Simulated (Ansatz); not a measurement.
The system is NaY3.

```
Y Na
1.0
    -2.43562    2.43562    5.50291
     2.43562   -2.43562    5.50291
     2.43562    2.43562   -5.50291
Y Na
3 1
Direct
  0.50000 0.50000 0.00000
  0.25000 0.75000 0.50000
  0.75000 0.25000 0.50000
  0.00000 0.00000 0.00000
```

The cell comes from a database or a generator and needn't be the stable form of this composition.

```yaml
Program: Ansatz 0.2.0
Task: single point
Functional: PBE
Potentials_or_basis: Ansatz PAW
Cutoff: "420 eV (not typed: the program's choice for these potentials)"
k_mesh: 8 × 8 × 8
Occupations: fermi-dirac, width 0.05 eV
Spin: no spin polarisation
```

On this cell: pressure -0.1 GPa; largest force under 0.003 eV/Å; band gap on the k mesh none (metal or under the smearing width).

The same run follows on a disturbed copy (atoms moved at random, drawn with an rms of 0.05 Å):

```
Y Na
1.0
    -2.43562    2.43562    5.50291
     2.43562   -2.43562    5.50291
     2.43562    2.43562   -5.50291
Y Na
3 1
Cartesian
  0.0265 -0.0690 5.5185
  2.3944 0.0154 2.7992
  0.0106 2.5337 2.7313
  -0.0247 0.0050 0.0190
```

Problem. What changes?

Solution. The energy (extrapolated to zero smearing) moves by +8.0 meV/atom; pressure -0.1 GPa; largest force 0.387 eV/Å; band gap on the k mesh none (metal or under the smearing width).

Forces on the atoms (eV/Å):
```
Y   -0.121  0.208  0.010
Y    0.193  0.195 -0.050
Y   -0.154 -0.350  0.059
Na   0.082 -0.052 -0.018
```

Stress tensor (GPa, compression positive):
```
 0.16  0.05  0.01
 0.05 -0.07  0.00
 0.01  0.00 -0.39
```
